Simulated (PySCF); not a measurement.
# C3H8Se: NMR shifts and spin-spin couplings

Wanted: the NMR shifts and spin-spin couplings of C3H8Se (`CC[Se]C`), by calculation.

The runs use PySCF 2.14.0, with density-fitted response routines of our own; the level of theory stands in each step. All values are computed, except where a source is named. Atoms count from 0, in the outputs and in this text.

### Step 1. The starting structure

12 atoms, charge 0, multiplicity 1; geometry from: GFN2-xTB.

Bonds of the start (Å): C0–C1 1.52, C1–Se2 1.97, Se2–C3 1.95, C0–H4 1.09, C0–H5 1.09, C0–H6 1.09, C1–H7 1.09, C1–H8 1.09, C3–H9 1.09, C3–H10 1.09, C3–H11 1.09.

### Step 2. Shielding tensors: PBE0/pcSseg-1

Job settings and geometry (Å):

```
{"job": {"kind": "nmr", "xc": "PBE0", "basis": "pcSseg-1"}, "charge": 0, "multiplicity": 1}
C     -1.503578    -0.367145     0.387876
C     -0.727974     0.920524     0.196361
Se     0.679778     0.790127    -1.182057
C      1.898769    -0.402542    -0.227547
H     -2.291781    -0.217242     1.123968
H     -0.854986    -1.165417     0.742151
H     -1.959637    -0.681450    -0.548427
H     -0.235603     1.235159     1.118677
H     -1.381469     1.723760    -0.147064
H      1.450681    -1.387910    -0.128776
H      2.809219    -0.470164    -0.816458
H      2.117779     0.021614     0.749427
```

Method: GIAO PBE0/pcSseg-1 NMR shielding, non-relativistic, gas phase.

**Question.** This job is followed by: B3LYP/pcJ-1 Se:pcSseg-1 indirect spin-spin coupling, non-relativistic, gas phase. What will the session give for the following? ¹³C shifts against TMS (PBE0/pcSseg-1); ¹H shifts against TMS (PBE0/pcSseg-1, means over atoms taken as alike); ⁷⁷Se shifts against Me2Se (PBE0/pcSseg-1); largest coupling of the table (B3LYP/pcSseg-1+pcJ-1).

**Answer**, as computed:

| quantity | value |
| --- | --- |
| ¹³C shifts against TMS (PBE0/pcSseg-1) | 32.6, 17.8, 13.3 ppm |
| ¹H shifts against TMS (PBE0/pcSseg-1, means over atoms taken as alike) | 2.42, 1.97, 1.39 ppm |
| ⁷⁷Se shifts against Me2Se (PBE0/pcSseg-1) | 139 ppm |
| largest coupling of the table (B3LYP/pcSseg-1+pcJ-1) | ¹J(C,H) C3–H9, 147.9 Hz |

At PBE0/pcSseg-1: The widest tensor belongs to Se2: span 728 ppm, with a paramagnetic part of -1379 ppm. Of the pairs tabulated at B3LYP/pcSseg-1+pcJ-1, C3–H9 (mean over like pairs) couples most strongly (147.9 Hz; Fermi contact 146.1 Hz). Couplings across rotatable bonds belong to this one conformer; where others are populated, the observed values are averages. Spin-orbit coupling is left out, which matters for shieldings and couplings at and beside the heavy atoms.
